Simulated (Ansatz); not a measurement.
# SnSbH₅: one structure at several levels

The atoms stand at a structure displaced at random from a GFN2-xTB minimum. How far do the functionals agree with CCSD(T) there?

Method: single points in def2-TZVPP; program: Ansatz 0.2.0, Gaussian basis.

Correlated methods freeze the cores. Filled d shells of the heavier atoms are correlated. Core potentials replace the inner electrons past krypton, and spin-orbit coupling is left out.

### 1 Starting geometry

SMILES `[SnH3][SbH2]`, 7 atoms, charge 0, spin multiplicity 1.

Atoms are counted from 1 here; the program's logs count them from 0.

Bond lengths: Sn1–Sb2 2.704 Å, Sn1–H3 1.566 Å, Sn1–H4 1.853 Å, Sn1–H5 1.741 Å, Sb2–H6 1.741 Å, Sb2–H7 1.645 Å. Angles: Sb2–Sn1–H3 113.8°, Sb2–Sn1–H4 110.5°, Sb2–Sn1–H5 124.5°, H3–Sn1–H4 108.7°, H3–Sn1–H5 108.4°, H4–Sn1–H5 87.2°, Sn1–Sb2–H6 84.6°, Sn1–Sb2–H7 94.5°, H6–Sb2–H7 88.4°.

Coordinates:

```xyz
7

Sn   -0.81760   -0.46170   -0.25490
Sb    1.54880   -0.15300    1.01650
H    -1.92280   -1.14100    0.62180
H    -0.59620   -1.45230   -1.80510
H    -1.57320    0.75690   -1.24260
H     0.77870    1.21660    1.76640
H     2.16710    0.87210   -0.11150
```

### 2 CCSD(T)/def2-TZVPP

run/in.yaml reads:

```yaml
crystal:
  periodic: [false, false, false]
  atoms:
    - {symbol: Sn, position_ang: [-0.817600, -0.461700, -0.254900]}
    - {symbol: Sb, position_ang: [1.548800, -0.153000, 1.016500]}
    - {symbol: H, position_ang: [-1.922800, -1.141000, 0.621800]}
    - {symbol: H, position_ang: [-0.596200, -1.452300, -1.805100]}
    - {symbol: H, position_ang: [-1.573200, 0.756900, -1.242600]}
    - {symbol: H, position_ang: [0.778700, 1.216600, 1.766400]}
    - {symbol: H, position_ang: [2.167100, 0.872100, -0.111500]}
basis:
  gaussian: {orbitals: def2-TZVPP}
correlation: {method: ccsd_t}
output: {forces: true}
```

The command line of these runs was not kept.

### 3 PBE0-D4/def2-TZVPP

run/in.yaml, as its differences from that of step 2:

```diff
@@ -12,3 +12,3 @@
   gaussian: {orbitals: def2-TZVPP}
-correlation: {method: ccsd_t}
-output: {forces: true}
+hamiltonian: {xc: pbe0, dispersion: d4}
+output: {forces: true, orbitals: {seedname: orbitals}}
```

### 4 wB97M-V/def2-TZVPP

run/in.yaml, as its differences from that of step 3:

```diff
@@ -12,3 +12,3 @@
   gaussian: {orbitals: def2-TZVPP}
-hamiltonian: {xc: pbe0, dispersion: d4}
-output: {forces: true, orbitals: {seedname: orbitals}}
+hamiltonian: {xc: {name: wB97M-V}}
+output: {forces: true}
```

### 5 r2SCAN-D4/def2-TZVPP

run/in.yaml, as its differences from that of step 4:

```diff
@@ -12,3 +12,3 @@
   gaussian: {orbitals: def2-TZVPP}
-hamiltonian: {xc: {name: wB97M-V}}
+hamiltonian: {xc: r2scan, dispersion: d4}
 output: {forces: true}
```

### 6 PBE-D4/def2-TZVPP

run/in.yaml, as its differences from that of step 5:

```diff
@@ -12,3 +12,3 @@
   gaussian: {orbitals: def2-TZVPP}
-hamiltonian: {xc: r2scan, dispersion: d4}
+hamiltonian: {xc: pbe, dispersion: d4}
 output: {forces: true}
```

### 7 wB97X-V/def2-TZVPP

run/in.yaml, as its differences from that of step 6:

```diff
@@ -12,3 +12,3 @@
   gaussian: {orbitals: def2-TZVPP}
-hamiltonian: {xc: pbe, dispersion: d4}
+hamiltonian: {xc: {name: wB97X-V}}
 output: {forces: true}
```

### 8 SPW92/def2-TZVPP

run/in.yaml, as its differences from that of step 7:

```diff
@@ -12,3 +12,3 @@
   gaussian: {orbitals: def2-TZVPP}
-hamiltonian: {xc: {name: wB97X-V}}
+hamiltonian: {xc: lda}
 output: {forces: true}
```

(Steps that only read results are left out.)

Before running it: what results should come out? Wanted: energy less free atoms, CCSD(T)/def2-TZVPP; RMS force component; RMS force error; HOMO and LUMO, PBE0-D4; T1 diagnostic.

As calculated:

```
                                  quantity                                                                                         value
energy less free atoms, CCSD(T)/def2-TZVPP                                                                                -1429.8 kJ/mol
                       RMS force component                                                          1.114 to 1.190 eV/Å over the methods
                           RMS force error  PBE0-D4 0.088, wB97M-V 0.030, r2SCAN-D4 0.095, PBE-D4 0.223, wB97X-V 0.049, SPW92 0.180 eV/Å
                    HOMO and LUMO, PBE0-D4                                                                            -7.53 and -1.07 eV
                             T1 diagnostic                                                                                         0.014
```

What this shows: Against CCSD(T) the functionals' energies less atoms differ by -250.3 to +5.2 kJ/mol, PBE-D4 by -7.9 kJ/mol. CCSD(T) in triple zeta still lacks some correlation energy of the bonds, so part of these gaps is its own basis error and they don't rank the functionals. On forces the order runs from wB97M-V to PBE-D4. Frozen-core CCSD(T) forces in triple zeta carry basis errors of their own, and this is one geometry, so small gaps rank nothing.
